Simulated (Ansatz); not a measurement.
# C3H3F2GaO2: a ladder of functionals and wavefunction methods

One table from this session's results is given with a row withheld; the runs are named, their logs left out.

Computed with Ansatz 0.2.0, Gaussian basis. Level: functionals in def2-TZVPP, the program's frozen cores in correlated methods.

Plan: LDA (SPW92), PBE-D4, revPBE-D4, BLYP-D4, r2SCAN-D4, B97M-V, PBE0-D4, B3LYP-D4, r2SCANh-D4, r2SCAN0-D4, HSE06-D4, BHLYP-D4, CAM-B3LYP-D4, LC-ωPBE, ωB97X-V, ωB97M-V, B2PLYP, PBE-QIDH; CCSD(T)/def2-SVP; MP2/def2-TZVPP; MP2/def2-QZVPP; RPA on PBE.

### Structure used throughout

An earlier PBE0-D4 in a triple-zeta def2 set relaxation fixed the geometry.

SMILES `[F][Ga-]1([F])[O]C=CC=[O+]1`, 11 atoms, charge 0, spin multiplicity 1.

Atoms are counted from 1 here; the program's logs count them from 0.

Bond lengths: F1–Ga2 1.743 Å, Ga2–F3 1.743 Å, Ga2–O4 1.897 Å, Ga2–O8 1.897 Å, O4–C5 1.268 Å, C5–C6 1.389 Å, C5–H9 1.094 Å, C6–C7 1.389 Å, C6–H10 1.081 Å, C7–O8 1.268 Å, C7–H11 1.094 Å. Angles: F1–Ga2–F3 119.3°, F1–Ga2–O4 109.5°, F1–Ga2–O8 109.6°, F3–Ga2–O4 109.6°, F3–Ga2–O8 109.6°, O4–Ga2–O8 96.9°, Ga2–O4–C5 122.6°, O4–C5–C6 127.1°, O4–C5–H9 114.8°, C6–C5–H9 118.1°, C5–C6–C7 123.6°, C5–C6–H10 118.2°, C7–C6–H10 118.2°, C6–C7–O8 127.1°, C6–C7–H11 118.1°, O8–C7–H11 114.8°, Ga2–O8–C7 122.6°.

Set-up of the first run:

Contents of in.yaml:

```yaml
crystal:
  periodic: [false, false, false]
  atoms:
    - {symbol: F, position_ang: [-0.787123, -2.075626, 2.084339]}
    - {symbol: Ga, position_ang: [0.431559, -1.075286, 1.340965]}
    - {symbol: F, position_ang: [2.069043, -1.144581, 1.934171]}
    - {symbol: O, position_ang: [-0.158987, 0.727368, 1.310034]}
    - {symbol: C, position_ang: [-0.422934, 1.342339, 0.232685]}
    - {symbol: C, position_ang: [-0.332422, 0.843492, -1.060411]}
    - {symbol: C, position_ang: [0.077638, -0.449636, -1.358416]}
    - {symbol: O, position_ang: [0.421721, -1.351678, -0.535938]}
    - {symbol: H, position_ang: [-0.755667, 2.376504, 0.363472]}
    - {symbol: H, position_ang: [-0.594576, 1.497771, -1.879777]}
    - {symbol: H, position_ang: [0.117147, -0.747666, -2.410524]}
basis:
  gaussian: {orbitals: def2-TZVPP}
hamiltonian: {xc: lda}
output: {orbitals: {seedname: orbitals}}
```

Command:

```bash
ansatz run in.yaml --threads 4 --pin off --events-out ev --progress --plain --max-ram 11315MiB
```

Among the steps run: LDA; PBE-D4 (GGA); revPBE-D4 (GGA); BLYP-D4 (GGA); r2SCAN-D4 (meta-GGA); B97M-V (meta-GGA); B3LYP-D4 (hybrid); r2SCANh-D4 (hybrid); r2SCAN0-D4 (hybrid); HSE06-D4 (hybrid); BHLYP-D4 (hybrid); CAM-B3LYP-D4 (range-separated); LC-ωPBE (range-separated); ωB97X-V (range-separated); ωB97M-V (range-separated); B2PLYP (double hybrid); PBE-QIDH (double hybrid).

One of the session's tables, all rows but one given; the rest of the session is left out.

It belongs to the step «Frontier levels by functional». 

| functional | HOMO (eV) | LUMO (eV) | gap (eV) |
| --- | --- | --- | --- |
| LDA (SPW92) | -7.47 | -4.05 | 3.42 |
| PBE-D4 | -7.22 | -3.76 | 3.46 |
| revPBE-D4 | -7.13 | -3.65 | 3.47 |
| BLYP-D4 | -7.07 | -3.63 | 3.44 |
| r2SCAN-D4 | -7.46 | -3.65 | 3.80 |
| B97M-V | -7.44 | -3.54 | 3.89 |
| PBE0-D4 | ? | ? | ? |
| B3LYP-D4 | -8.14 | -3.10 | 5.04 |
| r2SCANh-D4 | -7.88 | -3.32 | 4.56 |
| r2SCAN0-D4 | -8.52 | -2.82 | 5.70 |
| HSE06-D4 | -7.95 | -3.27 | 4.68 |
| BHLYP-D4 | -9.35 | -1.85 | 7.50 |
| CAM-B3LYP-D4 | -9.62 | -1.79 | 7.83 |
| LC-ωPBE | -10.86 | -0.67 | 10.19 |
| ωB97X-V | -10.52 | -0.68 | 9.85 |
| ωB97M-V | -10.45 | -0.73 | 9.71 |

**Question.** Estimate the row for PBE0-D4.

**Answer.** HOMO (eV): -8.35; LUMO (eV): -2.89; gap (eV): 5.46. In the column «HOMO (eV)» it lies between r2SCAN0-D4 (-8.52) and B3LYP-D4 (-8.14).
